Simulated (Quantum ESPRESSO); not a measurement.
Pt: single point with PBE

Crystal: Pt.

```
Pt
1.0
    -0.00992    1.98333    1.98333
     1.98333   -0.00992    1.98333
     1.97342    1.97342    0.00000
Pt
1
Direct
  0.00000 0.00000 0.00000
```

The cell was built by a generator and needn't be a form met in nature.

| Quantity | Value |
| --- | --- |
| Program | Quantum ESPRESSO 7.5 |
| Task | single point |
| Functional | PBE |
| Potentials or basis | GBRV 1.5 PBE |
| Cutoff | 762 eV |
| Density cutoff | 6123 eV |
| k mesh | 32 × 32 × 32 |
| Occupations | methfessel-paxton, width 0.2 eV |
| Spin | no spin polarisation |

| Quantity | Value |
| --- | --- |
| Pressure | -0.2 GPa |
| Band gap on the k mesh | none (metal or under the smearing width) |

Stress tensor (GPa, compression positive):
```
-0.17  0.66  0.00
 0.66 -0.17  0.00
 0.00  0.00 -0.26
```

Levels at points of the mesh, in eV from the Fermi level:
| k point | band 4 | band 5 | band 6 | band 7 | band 8 | band 9 | band 10 | band 11 | band 12 | band 13 |
| --- | --- | --- | --- | --- | --- | --- | --- | --- | --- | --- |
| (0.00, 0.00, 0.00) | -9.85 | -3.64 | -3.58 | -3.52 | -1.54 | -1.54 | 14.73 | 19.34 | 19.50 | 19.66 |
| (0.00, 0.00, -0.50) | -6.96 | -3.70 | -3.59 | -0.29 | 0.02 | 0.08 | 5.66 | 14.25 | 18.62 | 18.75 |
| (0.00, -0.50, 0.00) | -6.99 | -3.69 | -3.58 | -0.38 | 0.00 | 0.06 | 5.53 | 14.33 | 18.76 | 18.90 |
| (0.00, -0.50, -0.50) | -6.71 | -6.27 | 0.00 | 0.46 | 0.47 | 1.85 | 8.52 | 11.31 | 11.31 | 19.71 |
| (-0.50, -0.50, 0.00) | -6.71 | -6.27 | 0.01 | 0.46 | 0.47 | 1.85 | 8.52 | 11.12 | 11.49 | 19.70 |

Run time: 110 s on 4 MPI ranks on AMD EPYC 7R43 64-Core Processor (Zen 3), on a shared host, peak memory 0.96 GiB a rank.

The run has no spin-orbit coupling, so splittings on Pt are missing.
